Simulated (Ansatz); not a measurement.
**GeH₄Br (doublet): the correlation ladder at distance Br1–H2 along a hydrogen transfer = 1.795 Å, cc-pVDZ**

Aim: climb from Hartree-Fock through coupled cluster and multireference methods for GeH₄Br (doublet) at one geometry and basis, and see what each rung misses.

Computed with Ansatz 0.2.0, Gaussian basis. Level: cc-pVDZ, core rule «outside noble gas», up to 28 orbitals frozen.

To be run: UHF; CCSD(T) on ROHF; CCSD(T) on UHF; BCCD(T) on ROHF; CISD; CCSDT(Q) on ROHF; CCSDT(Q) on UHF; CASSCF and MRCISD+Q, 3 electrons in 3 orbitals; CASSCF and NEVPT2, 3 electrons in 3 orbitals; CASSCF and MRCISD+Q, 15 electrons in 12 orbitals; CASSCF and NEVPT2, 15 electrons in 12 orbitals.

### Step 1. What is computed

The geometry derives from fragments relaxed apart (PBE0/def2-TZVP) and kept rigid, so it is no stationary point. A hydrogen atom is moved between rigid fragments. No spin-orbit coupling is included. The filled d shell of Br, Ge may be among the frozen orbitals whatever the setting's name suggests; the logs give the count.

6 atoms, charge 0, spin multiplicity 2.

Atoms are counted from 1 here; the program's logs count them from 0.

Bond lengths: Br1–H2 1.795 Å, Ge3–H4 1.539 Å, Ge3–H5 1.539 Å, Ge3–H6 1.539 Å. Angles: H4–Ge3–H5 111.2°, H4–Ge3–H6 111.2°, H5–Ge3–H6 111.2°.

### Step 2. UHF

The input, in.yaml:

```yaml
crystal:
  periodic: [false, false, false]
  atoms:
    - {symbol: Br, position_ang: [-1.868520, 0.000000, -0.000001]}
    - {symbol: H, position_ang: [-0.073520, 0.000000, 0.000000]}
    - {symbol: Ge, position_ang: [1.955480, 0.000000, 0.000001]}
    - {symbol: H, position_ang: [2.424149, -1.465915, 0.000001]}
    - {symbol: H, position_ang: [2.424149, 0.732957, -1.269519]}
    - {symbol: H, position_ang: [2.424149, 0.732957, 1.269520]}
basis:
  gaussian: {orbitals: cc-pVDZ}
magnetization: {spin_polarized: true, initial_magnetization: 1}
hamiltonian: {xc: hf}
output: {orbitals: {seedname: orbitals}}
```

Launch:

```
$ ansatz run in.yaml --threads 1 --pin off --events-out ev --progress --plain --max-ram 4096MiB --backend cpu
```

After this run come: CCSD(T) on ROHF; CCSD(T) on UHF; BCCD(T) on ROHF; CISD; CCSDT(Q) on ROHF; CCSDT(Q) on UHF; CASSCF and MRCISD+Q, 3 electrons in 3 orbitals; CASSCF and NEVPT2, 3 electrons in 3 orbitals; CASSCF and MRCISD+Q, 15 electrons in 12 orbitals; CASSCF and NEVPT2, 15 electrons in 12 orbitals.

**Question.** What will the summary of the whole plan be? Wanted: UCCSDT(Q) below the RHF energy; RMP2 from UCCSDT(Q); UMP2 from UCCSDT(Q); RCCSD from UCCSDT(Q); RCCSD(T) from UCCSDT(Q); UCCSD(T) from UCCSDT(Q); RCCSDT(Q) from UCCSDT(Q); NEVPT2 pair from UCCSDT(Q); MRCISD+Q pair from UCCSDT(Q).

As calculated:

```
                         quantity                                                                     value
   UCCSDT(Q) below the RHF energy                                                                -7.5701 eV
              RMP2 from UCCSDT(Q)                                                               +1280.6 meV
              UMP2 from UCCSDT(Q)                                                               +1357.9 meV
             RCCSD from UCCSDT(Q)                                                                +187.9 meV
          RCCSD(T) from UCCSDT(Q)                                                                 +39.1 meV
          UCCSD(T) from UCCSDT(Q)                                                                 +38.9 meV
         RCCSDT(Q) from UCCSDT(Q)                                                                  +1.9 meV
       NEVPT2 pair from UCCSDT(Q)                                                               +1200.2 meV
     MRCISD+Q pair from UCCSDT(Q)                                                                 +60.2 meV
    NEVPT2 valence from UCCSDT(Q)                                                               +1381.1 meV
levels within 1 kcal/mol (43 meV)  RCCSD(T), UCCSD(T), BCCD(T), RCCSDT, UCCSDT, RCCSDT(Q), MRCISD+Q valence
                    T1 diagnostic                                                                     0.019
   effectively unpaired electrons                                                                      1.04
```

What this shows: RCCSD(T) misses by +39.1 meV, 0.5 % of the correlation energy. One determinant dominates. Of the multireference levels listed MRCISD+Q valence comes nearest in total energy (+32.7 meV), which doesn't show that its space is the better one. These misses are within one basis, not against nature; the frozen cores of restricted and unrestricted runs differ, which can shift their rows.
